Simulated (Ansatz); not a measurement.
# WH2O (quintet): the correlation ladder, def2-SVP

The task here is to estimate one member of a computed series from the others.

Computed with Ansatz 0.2.0, Gaussian basis. Level: def2-SVP, core rule «outside noble gas», up to 5 orbitals frozen.

To be run: UHF; CCSD(T) on ROHF; CCSD(T) on UHF; CISD; CCSDT(Q) on ROHF; CCSDT(Q) on UHF.

13 further runs of the same task are left out: 8 for a known fault of the program, 5 set aside as unsound or not needed.

### The system

The geometry is a PBE0/def2-TZVP stationary point (not a proven minimum). No spin-orbit coupling is included. Elements past krypton take def2 core potentials.

4 atoms, charge 0, spin multiplicity 5.

Atoms are counted from 1 here; the program's logs count them from 0.

Bond lengths: W1–O2 2.152 Å, O2–H3 0.965 Å, O2–H4 0.965 Å. Angles: W1–O2–H3 124.1°, W1–O2–H4 124.1°, H3–O2–H4 111.8°.

The first run:

File in.yaml:

```yaml
crystal:
  periodic: [false, false, false]
  atoms:
    - {symbol: W, position_ang: [0.000000, 0.000000, 0.197478]}
    - {symbol: O, position_ang: [0.000000, 0.000000, -1.954627]}
    - {symbol: H, position_ang: [0.000000, 0.799204, -2.495928]}
    - {symbol: H, position_ang: [0.000000, -0.799204, -2.495928]}
basis:
  gaussian: {orbitals: def2-SVP}
magnetization: {spin_polarized: true, initial_magnetization: 4}
hamiltonian: {xc: hf}
output: {orbitals: {seedname: orbitals}}
```

Run with:

```
ansatz run in.yaml --threads 1 --pin off --events-out ev --progress --plain --max-ram 4096MiB --backend cpu
```

Among the steps run: UHF; CCSD(T) on ROHF; CCSD(T) on UHF; CISD; CCSDT(Q) on ROHF; CCSDT(Q) on UHF.

One of the session's tables, all rows but one given; the rest of the session is left out.

```
   method  from RCCSDT(Q) (kcal/mol)
     ROHF                    +198.87
      UHF                    +190.24
     RMP2                     +18.87
     UMP2                     +17.16
    RCCSD                      +5.60
    UCCSD                      +3.38
 RCCSD(T)                      +1.16
 UCCSD(T)                      -0.76
   RCCSDT                          ?
   UCCSDT                      -1.41
RCCSDT(Q)                          0
UCCSDT(Q)                      -1.86
```

**Question.** Estimate the row for RCCSDT.

**Answer.** from RCCSDT(Q) (kcal/mol): +0.46. In the column «from RCCSDT(Q) (kcal/mol)» it lies between RCCSDT(Q) (0) and RCCSD(T) (+1.16).

Not comparable, so not listed: CISD (they don't share determinant, frozen orbitals or solution with the rows shown, or repeat one).

Limits of these values: Restricted and unrestricted rows rest on different reference determinants; where their highest levels disagree by more than a few hundredths of an eV, they describe different states and don't form one ladder.
